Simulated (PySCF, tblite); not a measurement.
# C7H13B: geometry, infrared bands and NMR shifts

What infrared bands and NMR shifts should C7H13B (`C=C[C@H]1BCCCC1`) show?

Computed with tblite 0.8.0 and PySCF 2.14.0, with density-fitted response routines of our own, on a single molecule in the gas phase. Atoms count from 0, in the outputs and in this text.

## 1. The molecule as given

21 atoms, charge 0, multiplicity 1; geometry from: force field or distance geometry start.

Bonds of the start (Å): C0–C1 1.35, C1–C2 1.50, C2–B3 1.62, B3–C4 1.60, C4–C5 1.53, C5–C6 1.54, C6–C7 1.54, C7–C2 1.54, C0–H8 1.09, C0–H9 1.07, C1–H10 1.08, C2–H11 1.11, B3–H12 1.17, C4–H13 1.10, C4–H14 1.12, C5–H15 1.10, C5–H16 1.11, C6–H17 1.11, C6–H18 1.11, C7–H19 1.11, C7–H20 1.11.

## 2. Geometry optimisation with GFN2-xTB

What the job is given:

```
{"job": {"kind": "relax", "xc": "GFN2-xTB", "basis": "xTB"}, "charge": 0, "multiplicity": 1}
C      3.185200    -0.063100     0.548800
C      2.192000     0.170000    -0.340600
C      0.778300     0.356500     0.121500
B     -0.091500     1.079100    -1.040300
C     -1.675600     1.043500    -0.834600
C     -2.153800    -0.343900    -0.394700
C     -1.364900    -0.850200     0.825600
C      0.139200    -0.985200     0.512800
H      2.976900    -0.105300     1.616300
H      4.190900    -0.205500     0.208400
H      2.444600     0.191600    -1.390500
H      0.749900     1.036300     1.000900
H      0.363600     2.040500    -1.521700
H     -1.950000     1.801000    -0.080800
H     -2.166300     1.322600    -1.800100
H     -2.043700    -1.064500    -1.219200
H     -3.227200    -0.285200    -0.130400
H     -1.508200    -0.164200     1.686400
H     -1.765000    -1.844300     1.131200
H      0.269400    -1.725500    -0.309400
H      0.647600    -1.387300     1.409900
```

Launch:

```console
OMP_NUM_THREADS=1 python probes_run.py task.json out
```

The driver reads the jobs from task.json and runs them one after another.

**Question.** This job is followed by: GFN2-xTB harmonic vibrations, gas phase; GIAO PBE0/pcSseg-1 NMR shielding, non-relativistic, gas phase. What will the session give for the following? strongest single infrared mode (GFN2-xTB); zero-point energy (GFN2-xTB); 13C shifts against TMS (PBE0/pcSseg-1); 1H shifts against TMS (PBE0/pcSseg-1); 11B shifts against BF3·OEt2 (PBE0/pcSseg-1).

The runs gave:

| quantity | value |
| --- | --- |
| strongest single infrared mode (GFN2-xTB) | 2630 cm⁻¹, 143 km/mol |
| zero-point energy (GFN2-xTB) | 114.5 kcal/mol |
| 13C shifts against TMS (PBE0/pcSseg-1) | 152.9, 117.7, 53.6, 35.2, 30.7, 30.1, 27.7 ppm |
| 1H shifts against TMS (PBE0/pcSseg-1) | 7.81, 6.19, 5.31, 5.21, 2.16, 2.05, 1.99, 1.98, 1.71, 1.40, 1.39, 1.35, 0.96 ppm |
| 11B shifts against BF3·OEt2 (PBE0/pcSseg-1) | 89.9 ppm |

In words: Over 101 steps the energy fell by 0.454 eV; of the close pairs, C2–B3 changed most, 1.621 to 1.583 Å. No mode is imaginary among the 57: a minimum at this level. The strongest single mode, at 2630 cm⁻¹, moves mainly H12. Unscaled tight-binding wavenumbers are off by several per cent, some by more. Its intensities can rank the bands wrongly. C1 (alkene CH) lies farthest downfield among carbon, at 152.9 ppm; as expected for a trigonal carbon in a double bond. At PBE0/pcSseg-1: The largest span, 248 ppm, is at C1, where the paramagnetic term is -221 ppm.
